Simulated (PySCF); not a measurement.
**C₂H₁₂N₂OSi₃: NMR shifts**

Wanted: the NMR shifts of C₂H₁₂N₂OSi₃ (`N[SiH2][SiH2]C(=O)NC[SiH3]`), by calculation.

The runs use PySCF 2.14.0, with density-fitted response routines of our own; the level of theory stands in each step. All values are computed, except where a source is named. Atoms are numbered from 0 throughout.

**1. The starting structure**

20 atoms, charge 0, multiplicity 1; geometry from: GFN2-xTB.

Bonds of the start (Å): N0–Si1 1.73, Si1–Si2 2.31, Si2–C3 1.91, C3–O4 1.24, C3–N5 1.32, N5–C6 1.44, C6–Si7 1.92, N0–H8 1.01, N0–H9 1.01, Si1–H10 1.46, Si1–H11 1.48, Si2–H12 1.48, Si2–H13 1.47, N5–H14 1.01, C6–H15 1.09, C6–H16 1.09, Si7–H17 1.46, Si7–H18 1.46, Si7–H19 1.50.

**2. Nuclear shieldings: PBE0/pcSseg-1**

The job: settings as JSON, then the geometry in Å.

```
{"job": {"kind": "nmr", "xc": "PBE0", "basis": "pcSseg-1"}, "charge": 0, "multiplicity": 1}
N     -4.170848    -0.663741    -0.449651
Si    -2.569841    -0.178728    -0.889396
Si    -1.356214    -0.309802     1.066202
C      0.431921    -0.013928     0.466065
O      0.627832    -0.045227    -0.757552
N      1.437606     0.208710     1.296578
C      2.775032     0.401739     0.790951
Si     2.826191     0.309186    -1.130919
H     -4.630137    -0.229994     0.334611
H     -4.844164    -0.819664    -1.182168
H     -2.206015    -1.144974    -1.925981
H     -2.491503     1.175568    -1.476490
H     -1.584524     0.692363     2.127817
H     -1.293185    -1.570493     1.824489
H      1.268846     0.221274     2.290568
H      3.427880    -0.362611     1.217532
H      3.146045     1.370155     1.132032
H      2.674428    -1.050307    -1.637452
H      2.234866     1.468150    -1.789655
H      4.290635     0.553000    -1.310617
```

Level: GIAO PBE0/pcSseg-1 NMR shielding, non-relativistic, gas phase.

Started as:

```console
$ OMP_NUM_THREADS=1 python probes_run.py task.json out
```

The driver reads the jobs from task.json and runs them one after another.

Predict these results of the whole session: 13C shifts against TMS (PBE0/pcSseg-1); 1H shifts against TMS (PBE0/pcSseg-1, means over atoms taken as alike); 15N shifts against NH3 (PBE0/pcSseg-1); 29Si shifts against TMS (PBE0/pcSseg-1); 17O shifts against H2O (PBE0/pcSseg-1).

**Answer**, as computed:

```
                                                              quantity                                    value
                                13C shifts against TMS (PBE0/pcSseg-1)                          189.1, 25.5 ppm
1H shifts against TMS (PBE0/pcSseg-1, means over atoms taken as alike)  5.54, 5.28, 4.53, 4.23, 2.48, -0.28 ppm
                                15N shifts against NH3 (PBE0/pcSseg-1)                           150.5, 0.7 ppm
                               29Si shifts against TMS (PBE0/pcSseg-1)                  -50.3, -84.3, -99.2 ppm
                                17O shifts against H2O (PBE0/pcSseg-1)                                439.3 ppm
```

**Reading.** At PBE0/pcSseg-1: The widest tensor belongs to O4: span 730 ppm, with a paramagnetic part of -509 ppm.
